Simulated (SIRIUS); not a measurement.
**TaN under changes of volume**

One of the cells (10.553 Å³/atom); the others are scaled copies at fixed shape and fractional positions:

```
CELL_PARAMETERS angstrom
0.00000 2.19343 2.19343
2.19343 0.00000 2.19343
2.19343 2.19343 0.00000
ATOMIC_POSITIONS crystal
Ta 0.50000 0.50000 0.50000
N 0.00000 0.00000 0.00000
```

```yaml
Program: SIRIUS 7.10.0
Functional: PBE
Potentials_or_basis: PseudoDojo 0.4.1 PBE standard (scalar relativistic)
Cutoff: 1152 eV
Density_cutoff: 4606 eV
k_mesh: 10 × 10 × 10
Occupations: fermi-dirac, width 0.05 eV
Spin: no spin polarisation
```

```csv
volume (Å³/atom),energy over the lowest point (meV/atom),pressure (GPa)
9.725,?,?
9.932,75.26,31.4
10.139,40.75,22.3
10.553,4.18,6.6
10.760,0.00,0.0
10.967,4.00,-6.0
```

**Question.** What does the run at 9.725 Å³/atom give?

**Answer.** Energy over the lowest point 122.18 meV/atom; pressure 41.5 GPa.

Worked out: A Birch-Murnaghan fit of order 3 (a polynomial in V^(-2/3)) to the other rows has its minimum at 10.76 Å³/atom with B0 = V·E''(V) = 329 GPa and B' = 4.4. It gives 122.21 meV/atom at 9.725 Å³/atom, against the run's 122.18, and -dE/dV = 41.5 GPa, against 41.5.

Energies are extrapolated to zero smearing.
